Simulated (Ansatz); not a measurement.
# CH6BFGeS: the cost of one run

Program: Ansatz 0.2.0. Level of theory: RKS PBE/def2-SVP. These are calculated values, not measurements.

## 1. The starting structure

Bond lengths: B1–C2 1.560 Å, C2–S3 1.791 Å, S3–Ge4 2.208 Å, Ge4–F5 1.751 Å, B1–H6 1.150 Å, B1–H7 1.228 Å, C2–H8 1.131 Å, C2–H9 1.091 Å, Ge4–H10 1.618 Å, Ge4–H11 1.499 Å. Angles (14 of 16 angles, heavy atoms first): B1–C2–S3 108.0°, C2–S3–Ge4 96.3°, S3–Ge4–F5 110.8°, B1–C2–H8 109.4°, B1–C2–H9 107.7°, S3–C2–H8 108.4°, S3–C2–H9 109.5°, C2–B1–H6 126.8°, C2–B1–H7 117.8°, S3–Ge4–H10 105.7°, S3–Ge4–H11 111.8°, F5–Ge4–H10 107.5°, F5–Ge4–H11 112.9°, H8–C2–H9 113.6°.

Structure file:

```xyz
11

B    -0.6818    1.6818    1.4127
C    -0.4654    0.6146    0.2962
S     0.9815   -0.3499    0.7251
Ge    0.9473   -1.6453   -1.0622
F     1.0696   -0.6909   -2.5257
H    -0.0225    1.8518    2.3399
H    -1.6248    2.4588    1.2877
H    -0.2675    1.1352   -0.6880
H    -1.3434   -0.0321    0.2801
H    -0.5083   -2.3526   -1.0614
H     1.9806   -2.7284   -0.9837
```

## 2. Relaxing end A

Input file input.yaml:

```yaml
crystal:
  periodic: [false, false, false]
  atoms:
    - { symbol: B, position_ang: [-0.6818, 1.6818, 1.4127] }
    - { symbol: C, position_ang: [-0.4654, 0.6146, 0.2962] }
    - { symbol: S, position_ang: [0.9815, -0.3499, 0.7251] }
    - { symbol: Ge, position_ang: [0.9473, -1.6453, -1.0622] }
    - { symbol: F, position_ang: [1.0696, -0.6909, -2.5257] }
    - { symbol: H, position_ang: [-0.0225, 1.8518, 2.3399] }
    - { symbol: H, position_ang: [-1.6248, 2.4588, 1.2877] }
    - { symbol: H, position_ang: [-0.2675, 1.1352, -0.688] }
    - { symbol: H, position_ang: [-1.3434, -0.0321, 0.2801] }
    - { symbol: H, position_ang: [-0.5083, -2.3526, -1.0614] }
    - { symbol: H, position_ang: [1.9806, -2.7284, -0.9837] }
basis:
  gaussian: { orbitals: def2-SVP }
hamiltonian:
  xc: pbe
relax:
  f_tol: 0.02
  max_steps: 50
```

Command:

```sh
$ ansatz run input.yaml --threads 2 --pin off --max-ram 3072MiB --backend cpu --events-out ev --progress --plain --runs-dir out
```

**Question.** How long does this run take on 2 threads of Arm Neoverse N1, shared host, and how much memory does it need?

About 85 s, with a peak of 0.18 GiB.
